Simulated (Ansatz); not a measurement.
# C₂H₆AlBO: up Jacob's ladder to CCSD(T)

How much do the methods differ for C₂H₆AlBO? The plan is to run it at one geometry with functionals of several rungs and with coupled cluster. The yardstick is the atomisation energy at the CCSD(T) limit.

The runs use Ansatz 0.2.0, Gaussian basis; functionals in def2-TZVPP, the program's frozen cores in correlated methods.

Levels to be run: PBE-D4, r2SCAN-D4, PBE0-D4, B3LYP-D4, ωB97X-V, ωB97M-V, B2PLYP; CCSD(T)/def2-TZVPP; MP2/def2-QZVPP; extrapolation to the limit.

## Step 1: The geometry

All runs share one geometry, relaxed beforehand with PBE0-D4 in a triple-zeta def2 set.

SMILES `O[CH2][Al]1[BH][CH2]1`, 11 atoms, charge 0, spin multiplicity 1.

Atoms are counted from 1 here; the program's logs count them from 0.

Bond lengths: O1–C2 1.431 Å, O1–H6 0.960 Å, C2–Al3 1.990 Å, C2–H7 1.098 Å, C2–H8 1.093 Å, Al3–B4 1.961 Å, Al3–C5 2.143 Å, B4–C5 1.463 Å, B4–H9 1.185 Å, C5–H10 1.112 Å, C5–H11 1.091 Å. Angles: C2–O1–H6 108.9°, O1–C2–Al3 108.6°, O1–C2–H7 111.9°, O1–C2–H8 105.8°, Al3–C2–H7 114.3°, Al3–C2–H8 110.0°, H7–C2–H8 105.9°, C2–Al3–B4 157.5°, C2–Al3–C5 116.4°, B4–Al3–C5 41.5°, Al3–B4–C5 76.0°, Al3–B4–H9 151.7°, C5–B4–H9 131.8°, Al3–C5–B4 62.6°, Al3–C5–H10 67.0°, Al3–C5–H11 170.9°, B4–C5–H10 129.0°, B4–C5–H11 124.9° and more.

## Step 2: PBE-D4 (GGA)

in.yaml

```yaml
crystal:
  periodic: [false, false, false]
  atoms:
    - {symbol: O, position_ang: [-0.161661, 1.718331, -1.594955]}
    - {symbol: C, position_ang: [0.957738, 0.899644, -1.242697]}
    - {symbol: Al, position_ang: [0.278356, -0.810377, -0.484012]}
    - {symbol: B, position_ang: [-0.666549, -1.987568, 0.767207]}
    - {symbol: C, position_ang: [-0.586684, -0.708956, 1.474162]}
    - {symbol: H, position_ang: [-0.617455, 1.984969, -0.792792]}
    - {symbol: H, position_ang: [1.666339, 1.432049, -0.594514]}
    - {symbol: H, position_ang: [1.492281, 0.707397, -2.176688]}
    - {symbol: H, position_ang: [-1.219751, -3.001747, 1.028968]}
    - {symbol: H, position_ang: [-0.011829, 0.203621, 1.205215]}
    - {symbol: H, position_ang: [-1.065384, -0.494363, 2.430805]}
basis:
  gaussian: {orbitals: def2-TZVPP}
hamiltonian: {xc: pbe, dispersion: d4}
output: {forces: true, orbitals: {seedname: orbitals}}
```

Started as:

```
$ ansatz run in.yaml --threads 4 --pin off --events-out ev --progress --plain --max-ram 10444MiB
```

After this run come: r2SCAN-D4 (meta-GGA); PBE0-D4 (hybrid); B3LYP-D4 (hybrid); ωB97X-V (range-separated); ωB97M-V (range-separated); B2PLYP (double hybrid); CCSD(T) in def2-TZVPP; MP2 in def2-QZVPP.

Q: Predict the results of all the runs planned. Wanted: atomisation energy, CCSD(T)/CBS; farthest; mean size of error, hybrid; mean size of error, range-separated; gap, smallest and largest; T1 diagnostic; triples share of the correlation energy.

The runs gave:

| quantity | value |
| --- | --- |
| atomisation energy, CCSD(T)/CBS | 40.412 eV |
| functionals within 0.202 eV (0.5 %) | B3LYP-D4, ωB97X-V |
| farthest | PBE-D4 (+1.183 eV) |
| mean size of error, hybrid | 0.179 eV |
| mean size of error, range-separated | 0.158 eV |
| gap, smallest and largest | 3.45 eV (PBE-D4), 9.38 eV (ωB97X-V) |
| T1 diagnostic | 0.0132 |
| triples share of the correlation energy | 4.3 % |

**Reading.** PBE-D4 is off by +1.183 eV. Double hybrids carry the basis error of their MP2 part in triple zeta, and no dispersion term here, so their miss is partly the set-up's. Misses under about 0.202 eV are within the doubt on the reference itself, which lacks core-valence correlation, relativity and higher excitations. Hartree-Fock recovers 72 % of the binding; the rest is correlation. The gap grows from 3.5 to 9.4 eV across the functionals, mostly with the share of exact exchange.
